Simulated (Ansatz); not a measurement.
# HfO2: the cost of one run

Computed with Ansatz 0.2.0 (DFT PBE, scalar-relativistic, plane waves, PAW, unless a step's input says otherwise).

## 1. Starting point

Symmetry: P4_2/nmc, No. 137, tetragonal system. The conventional cell has a = 3.558 Å, b = 3.558 Å, c = 5.172 Å, α = 90.00°, β = 90.00°, γ = 90.00°. Around Hf (site symmetry -4m2) lie 4 O at 2.05 Å. O (site symmetry 2mm) is surrounded by 2 Hf at 2.05 Å.

As a file:

```
Hf O
1.0
     3.55802   -3.55802   -5.17186
     3.55802   -3.55802    5.17186
    -7.11604   -7.11604    0.00000
Hf O
16 32
Direct
  0.75000 0.25000 0.75000
  0.25000 0.75000 0.75000
  0.50000 0.00000 0.50000
  0.00000 0.50000 0.50000
  0.25000 0.75000 0.25000
  0.75000 0.25000 0.25000
  0.00000 0.50000 0.00000
  0.50000 0.00000 0.00000
  0.00000 0.00000 0.00000
  0.50000 0.50000 0.00000
  0.75000 0.75000 0.75000
  0.25000 0.25000 0.75000
  0.50000 0.50000 0.50000
  0.00000 0.00000 0.50000
  0.25000 0.25000 0.25000
  0.75000 0.75000 0.25000
  0.52640 0.22360 0.87500
  0.02640 0.72360 0.87500
  0.27640 0.97360 0.62500
  0.77640 0.47360 0.62500
  0.02640 0.72360 0.37500
  0.52640 0.22360 0.37500
  0.77640 0.47360 0.12500
  0.27640 0.97360 0.12500
  0.72360 0.52640 0.87500
  0.22360 0.02640 0.87500
  0.47360 0.27640 0.62500
  0.97360 0.77640 0.62500
  0.22360 0.02640 0.37500
  0.72360 0.52640 0.37500
  0.97360 0.77640 0.12500
  0.47360 0.27640 0.12500
  0.97360 0.27640 0.87500
  0.47360 0.77640 0.87500
  0.72360 0.02640 0.62500
  0.22360 0.52640 0.62500
  0.47360 0.77640 0.37500
  0.97360 0.27640 0.37500
  0.22360 0.52640 0.12500
  0.72360 0.02640 0.12500
  0.77640 0.97360 0.87500
  0.27640 0.47360 0.87500
  0.52640 0.72360 0.62500
  0.02640 0.22360 0.62500
  0.27640 0.47360 0.37500
  0.77640 0.97360 0.37500
  0.02640 0.22360 0.12500
  0.52640 0.72360 0.12500
```

The runs take a perfect supercell of 48 atoms; the defect goes to fractional position (0.526, 0.224, 0.875).

## 2. The perfect supercell

Input file input.yaml:

```yaml
crystal:
  lattice:
    - [3.558019, -3.558019, -5.171861]
    - [3.558019, -3.558019, 5.171861]
    - [-7.116039, -7.116039, 0.0]
  atoms:
    - { symbol: Hf, position: [0.75, 0.25, 0.75] }
    - { symbol: Hf, position: [0.25, 0.75, 0.75] }
    - { symbol: Hf, position: [0.5, 0.0, 0.5] }
    - { symbol: Hf, position: [0.0, 0.5, 0.5] }
    - { symbol: Hf, position: [0.25, 0.75, 0.25] }
    - { symbol: Hf, position: [0.75, 0.25, 0.25] }
    - { symbol: Hf, position: [0.0, 0.5, 0.0] }
    - { symbol: Hf, position: [0.5, 0.0, 0.0] }
    - { symbol: Hf, position: [0.0, 0.0, 0.0] }
    - { symbol: Hf, position: [0.5, 0.5, 0.0] }
    - { symbol: Hf, position: [0.75, 0.75, 0.75] }
    - { symbol: Hf, position: [0.25, 0.25, 0.75] }
    - { symbol: Hf, position: [0.5, 0.5, 0.5] }
    - { symbol: Hf, position: [0.0, 0.0, 0.5] }
    - { symbol: Hf, position: [0.25, 0.25, 0.25] }
    - { symbol: Hf, position: [0.75, 0.75, 0.25] }
    - { symbol: O, position: [0.526396, 0.223604, 0.875] }
    - { symbol: O, position: [0.026396, 0.723604, 0.875] }
    - { symbol: O, position: [0.276396, 0.973604, 0.625] }
    - { symbol: O, position: [0.776396, 0.473604, 0.625] }
    - { symbol: O, position: [0.026396, 0.723604, 0.375] }
    - { symbol: O, position: [0.526396, 0.223604, 0.375] }
    - { symbol: O, position: [0.776396, 0.473604, 0.125] }
    - { symbol: O, position: [0.276396, 0.973604, 0.125] }
    - { symbol: O, position: [0.723604, 0.526396, 0.875] }
    - { symbol: O, position: [0.223604, 0.026396, 0.875] }
    - { symbol: O, position: [0.473604, 0.276396, 0.625] }
    - { symbol: O, position: [0.973604, 0.776396, 0.625] }
    - { symbol: O, position: [0.223604, 0.026396, 0.375] }
    - { symbol: O, position: [0.723604, 0.526396, 0.375] }
    - { symbol: O, position: [0.973604, 0.776396, 0.125] }
    - { symbol: O, position: [0.473604, 0.276396, 0.125] }
    - { symbol: O, position: [0.973604, 0.276396, 0.875] }
    - { symbol: O, position: [0.473604, 0.776396, 0.875] }
    - { symbol: O, position: [0.723604, 0.026396, 0.625] }
    - { symbol: O, position: [0.223604, 0.526396, 0.625] }
    - { symbol: O, position: [0.473604, 0.776396, 0.375] }
    - { symbol: O, position: [0.973604, 0.276396, 0.375] }
    - { symbol: O, position: [0.223604, 0.526396, 0.125] }
    - { symbol: O, position: [0.723604, 0.026396, 0.125] }
    - { symbol: O, position: [0.776396, 0.973604, 0.875] }
    - { symbol: O, position: [0.276396, 0.473604, 0.875] }
    - { symbol: O, position: [0.526396, 0.723604, 0.625] }
    - { symbol: O, position: [0.026396, 0.223604, 0.625] }
    - { symbol: O, position: [0.276396, 0.473604, 0.375] }
    - { symbol: O, position: [0.776396, 0.973604, 0.375] }
    - { symbol: O, position: [0.026396, 0.223604, 0.125] }
    - { symbol: O, position: [0.526396, 0.723604, 0.125] }
basis:
  ecutwfc: 420
  fft_grid_basis: typed
kpoints:
  mp_grid: { grid: [2, 2, 1] }
hamiltonian:
  xc: pbe
  pseudopotentials: { kind: paw }
scf:
  occupations: { method: gaussian, width: 0.05 }
output:
  forces: true
  stress: false
  eigenvalues: true
  bader: false
  write_density: true
  volumetric_format: npy
```

Command:

```bash
$ ansatz run input.yaml --threads 4 --pin off --max-ram 10240MiB --backend cpu --events-out ev --progress --plain --runs-dir out
```

**Question.** How long does this run take on 4 threads of Intel Xeon 6975P-C (Granite Rapids), shared host, and how much memory does it need?

About 5.4 s, with a peak of 2.6 GiB.
